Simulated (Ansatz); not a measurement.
# KBeSi: the cost of one run

Method: DFT PBE, scalar-relativistic, plane waves, PAW, in Ansatz 0.2.0.

1 further run of the same task is left out (it didn't finish).

## 1. The structure to begin with

Symmetry: P4mm, No. 99, tetragonal system. The conventional cell has a = 3.964 Å, b = 3.964 Å, c = 17.000 Å, α = 90.00°, β = 90.00°, γ = 90.00°. K (site symmetry 4mm) has 4 Be at 2.99 Å and 4 Si at 3.05 Å as nearest neighbours. Be (site symmetry 4mm) has 1 Si at 2.24 Å as nearest neighbours. Si (site symmetry 4mm) has 1 Be at 2.24 Å and 4 K at 3.05 Å as nearest neighbours.

Coordinates:

```xyz
3
Lattice="3.9637 0.0000 0.0000 0.0000 3.9637 0.0000 0.0000 0.0000 17.0000" Properties=species:S:1:pos:R:3 pbc="T T F"
K     0.0000    0.0000    8.4100
Be    1.9818    1.9818    7.3799
Si    1.9818    1.9818    9.6201
```

A structure generator made this guess: Janus sheet modelled on a layer of LaSi2, with K on the La sites and Be on the Si sites. Its size is a rough estimate.

It is a sheet, periodic along a and b, with vacuum along c; volumes and pressures of the box carry no meaning, and space groups named for it are those of the box.

## 2. A first look at the guess

File input.yaml:

```yaml
crystal:
  lattice:
    - [3.96365562, 0.0, 0.0]
    - [0.0, 3.96365562, 0.0]
    - [0.0, 0.0, 17.0]
  atoms:
    - { symbol: K, position: [0.0, 0.0, 0.49470588] }
    - { symbol: Be, position: [0.5, 0.5, 0.43411181] }
    - { symbol: Si, position: [0.5, 0.5, 0.56588819] }
  periodic: [true, true, false]
basis:
  ecutwfc: 420
kpoints:
  mp_grid: { grid: [4, 4, 1] }
hamiltonian:
  xc: pbe
scf:
  occupations: { method: gaussian, width: 0.1 }
  lower_state_search: "off"
output:
  forces: true
  stress: true
  eigenvalues: true
```

On the command line:

```sh
ansatz run input.yaml --threads 1 --pin off --max-ram 2048MiB --backend cpu --events-out ev --progress --plain --runs-dir out
```

**Question.** How long does this run take on 1 thread of AMD EPYC 9R45 (Zen 5), shared host, and how much memory does it need?

About 2 s, with a peak of 0.49 GiB.
